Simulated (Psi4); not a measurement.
# BGeNH6 (SMILES B[NH][GeH3]) at BLYP/6-31G(d) (spherical functions)

What is the vertical ionisation energy of BGeNH6 at BLYP/6-31G* (spherical functions)? 

Program for the calculation: Psi4 1.11.

5 further runs of the same task are left out: 3 that didn't finish, 2 set aside as unsound or not needed.

### Step 1. The system as given

BGeNH6: 9 atoms, total charge 0, spin state singlet. SMILES: `B[NH][GeH3]`. The shape is that of a PBE0-D4/def2-TZVP optimisation.

Bond lengths: B1–N2 1.392 Å, N2–Ge3 1.854 Å, B1–H4 1.199 Å, B1–H5 1.199 Å, N2–H6 1.010 Å, Ge3–H7 1.538 Å, Ge3–H8 1.530 Å, Ge3–H9 1.538 Å. Some angles: B1–N2–Ge3 126.2°, B1–N2–H6 117.9°, Ge3–N2–H6 115.9°, N2–B1–H4 119.2°, N2–B1–H5 119.6°, N2–Ge3–H7 109.1°, N2–Ge3–H8 106.5°, N2–Ge3–H9 109.1°, H4–B1–H5 121.2°, H7–Ge3–H8 111.5°.

### Step 2. Energy and forces at BLYP/6-31G(d) (spherical functions)

The input, run.py:

```python
import psi4

psi4.set_memory(2200000000)
psi4.set_num_threads(1)
psi4.set_output_file('bgeh6n.out', False)

molecule = psi4.geometry("""
B     -0.874000     0.629500    -1.162900
N     -0.023300     0.687100    -0.062700
Ge     0.665200    -0.761400     0.866600
H     -1.217900    -0.440700    -1.581000
H     -1.249100     1.647000    -1.674800
H      0.253900     1.598400     0.272500
H      2.201600    -0.714800     0.804900
H      0.114900    -2.015200     0.184600
H      0.217300    -0.676000     2.335700
symmetry c1
""")

options = {'basis': '6-31G*', 'puream': True, 'e_convergence': 1e-09, 'd_convergence': 1e-08, 'scf_type': 'pk', 'dft_radial_points': 99, 'dft_spherical_points': 590}
psi4.set_options(options)

e_tot = psi4.gradient("blyp")
print('gradient / Eh bohr^-1')
print(e_tot.np.round(6))
```

The run is started by

```console
python run.py
```

bgeh6n.out:

```text
[...]
  Running in c1 symmetry.
[...]
  Nuclear repulsion =  177.534512165479441
[...]
  Multiplicity = 1
[...]
  Nalpha       = 25
  Nbeta        = 25
[...]
    Number of basis functions: 72
[...]
   @RKS iter   1: -2158.20640369728744   -1.64147e+00   3.99118e-02 ADIIS/DIIS
[...]
   @RKS iter  13: -2159.94823148206115   -2.72848e-12   1.40999e-09 DIIS
[...]
    Orbital Energies [Eh]
    ---------------------
    Doubly Occupied:
       1A   -397.180089     2A    -49.220087     3A    -43.847193
       4A    -43.846862     5A    -43.846811     6A    -14.016995
       7A     -6.506954     8A     -5.996031     9A     -4.215308
      10A     -4.213811    11A     -4.213566    12A     -1.107900
      13A     -1.105649    14A     -1.105003    15A     -1.103082
      16A     -1.102916    17A     -0.765708    18A     -0.511780
      19A     -0.458086    20A     -0.374469    21A     -0.321940
      22A     -0.318183    23A     -0.305813    24A     -0.256006
      25A     -0.242982
[...]
  @RKS Final Energy: -2159.94823148206115
   => Energetics <=
    Nuclear Repulsion Energy =            177.5345121654794411
    One-Electron Energy =               -3357.5287510359939915
    Two-Electron Energy =                1112.2797605040400413
    DFT Exchange-Correlation Energy =     -92.2337531155865946
    Empirical Dispersion Energy =           0.0000000000000000
    VV10 Nonlocal Energy =                  0.0000000000000000
    Total Energy =                      -2159.9482314820611464
[...]
 Multipole Moments:
 ------------------------------------------------------------------------------------
     Multipole            Electronic (a.u.)      Nuclear  (a.u.)        Total (a.u.)
 ------------------------------------------------------------------------------------
 L = 1.  Multiply by 2.5417464519 to convert [e a0] to [Debye]
 Dipole X            :          3.7834754           -3.3287215            0.4547538
 Dipole Y            :         -4.0884586            4.1632646            0.0748059
 Dipole Z            :          5.0074079           -4.4201616            0.5872463
 Magnitude           :                                                    0.7464952
[...]
  -Total Gradient:
     Atom            X                  Y                   Z
    ------   -----------------  -----------------  -----------------
       1        0.007083176646     0.000840162710     0.009166968880
       2        0.001612112077    -0.001417343854     0.002129069727
       3       -0.003542526521     0.006089110132    -0.004673619827
       4        0.000881313894     0.001972707672     0.001075887301
       5        0.000821594263    -0.002657754118     0.001135030765
       6       -0.003744601618    -0.010389042691    -0.004594484786
       7       -0.006954300131     0.000242519366    -0.000048060334
       8        0.002110600876     0.005235839702     0.002588128233
       9        0.001738517299     0.000077887864    -0.006771134952
[...]
```

The script printed:

```text
gradient / Eh bohr^-1
[[ 7.0830e-03  8.4000e-04  9.1670e-03]
 [ 1.6120e-03 -1.4170e-03  2.1290e-03]
 [-3.5430e-03  6.0890e-03 -4.6740e-03]
 [ 8.8100e-04  1.9730e-03  1.0760e-03]
 [ 8.2200e-04 -2.6580e-03  1.1350e-03]
 [-3.7450e-03 -1.0389e-02 -4.5940e-03]
 [-6.9540e-03  2.4300e-04 -4.8000e-05]
 [ 2.1110e-03  5.2360e-03  2.5880e-03]
 [ 1.7390e-03  7.8000e-05 -6.7710e-03]]
```

It took 19 s on 1 thread of AMD EPYC 7R43 (Zen 3), shared host; peak memory 1.1 GiB.

### Step 3. The doublet cation at the same level

The input, job.inp:

```
memory 2.2 GB

molecule geom {
  1 2
  B
  N 1 R2
  Ge 2 R3 1 A3
  H 1 R4 2 A4 3 D4
  H 1 R5 4 A5 2 D5
  H 2 R6 1 A6 5 D6
  H 3 R7 2 A7 6 D7
  H 3 R8 7 A8 2 D8
  H 3 R9 8 A9 7 D9

  R2 = 1.391923
  R3 = 1.853587
  A3 = 126.22471
  R4 = 1.199334
  A4 = 119.19094
  D4 = -0.01862
  R5 = 1.199186
  A5 = 121.24037
  D5 = 179.9922
  R6 = 1.009785
  A6 = 117.87217
  D6 = -0.01467
  R7 = 1.538344
  A7 = 109.09844
  D7 = -59.52297
  R8 = 1.529696
  A8 = 111.48374
  D8 = 117.29301
  R9 = 1.538234
  A9 = 111.50349
  D9 = -122.22673
  units angstrom
  symmetry c1
  no_reorient
  no_com
}

set globals {
  reference uks
  puream true
  e_convergence 1e-09
  d_convergence 1e-08
  scf_type pk
  dft_radial_points 99
  dft_spherical_points 590
  maxiter 100
}

e, wfn = gradient("blyp/6-31G*", return_wfn=True)
oeprop(wfn, "MAYER_INDICES", "DIPOLE", "MULLIKEN_CHARGES", title="BLYP")
```

The run is started by

```console
psi4 job.inp job.out -n 1
```

job.out, cut to the lines that bear on the results:

```text
[...]
  Running in c1 symmetry.
[...]
  Nuclear repulsion =  177.534477274152806
[...]
  Multiplicity = 2
[...]
  Nalpha       = 25
  Nbeta        = 24
[...]
    Number of basis functions: 72
[...]
   @UKS iter   1: -2158.06079631627699   -1.49587e+00   3.89517e-02 DIIS/ADIIS
[...]
   @UKS iter  34: -2159.58411451183565   -5.91172e-12   8.56367e-10 DIIS
[...]
   @S^2 Observed:                7.552687336E-01
[...]
  @UKS Final Energy: -2159.58411451183565
   => Energetics <=
    Nuclear Repulsion Energy =            177.5344772741528061
    One-Electron Energy =               -3345.5329224849328966
    Two-Electron Energy =                1100.3372843455340444
    DFT Exchange-Correlation Energy =     -91.9229536465893631
    Empirical Dispersion Energy =           0.0000000000000000
    VV10 Nonlocal Energy =                  0.0000000000000000
    Total Energy =                      -2159.5841145118356508
[...]
  -Total Gradient:
     Atom            X                  Y                   Z
    ------   -----------------  -----------------  -----------------
       1       -0.001096936510     0.001877786732     0.051895492431
       2        0.001988280728    -0.003447707979    -0.036536658238
       3        0.015260063722     0.031880100266     0.002930323657
       4       -0.008665704221     0.000612289695     0.003281828872
       5        0.009560273106    -0.002030890100     0.003039028548
       6       -0.011238064906    -0.018017419974    -0.010169439255
       7       -0.010615440393    -0.007690907542    -0.008571019470
       8       -0.000916326261     0.001180076744     0.003676804156
       9        0.005723969364    -0.004370006838    -0.009536708850
[...]
 Multipole Moments:
 ------------------------------------------------------------------------------------
[...]
```

Wall time 65 s (1 thread of AMD EPYC 7R43 (Zen 3), shared host); peak memory 1.1 GiB.

### Step 4. What came out

Level: BLYP/6-31G* (spherical functions).

| quantity | value |
| --- | --- |
| singlet BGeNH6: total energy | -2159.94823 Eh |
| singlet BGeNH6: dipole moment | 1.90 D |
| singlet BGeNH6: HOMO energy | -6.61 eV |
| singlet BGeNH6: LUMO energy | -0.17 eV |
| singlet BGeNH6: HOMO–LUMO gap | 6.44 eV |
| singlet BGeNH6: largest force on an atom | 0.615 eV/Å |
| doublet cation: total energy | -2159.58411 Eh |
| doublet cation: HOMO energy (highest over α and β) | -13.15 eV |
| doublet cation: LUMO energy (lowest over α and β) | -13.08 eV |
| doublet cation: ⟨S²⟩ | 0.755 |
| doublet cation: largest force on an atom | 2.671 eV/Å |
| vertical ionisation energy (to the doublet cation) | 9.908 eV |

**Reading.** Removing an electron at fixed nuclei costs 9.91 eV (228 kcal/mol). The largest force (singlet BGeNH6) is 0.62 eV/Å: the shape isn't a stationary point for this species at this level. The negative HOMO energy of the first species, 6.61 eV, lies 3.30 eV below that difference. Mulliken charges (doublet cation) run from -0.33 on N2 to +0.40 on H6; they depend strongly on the basis.
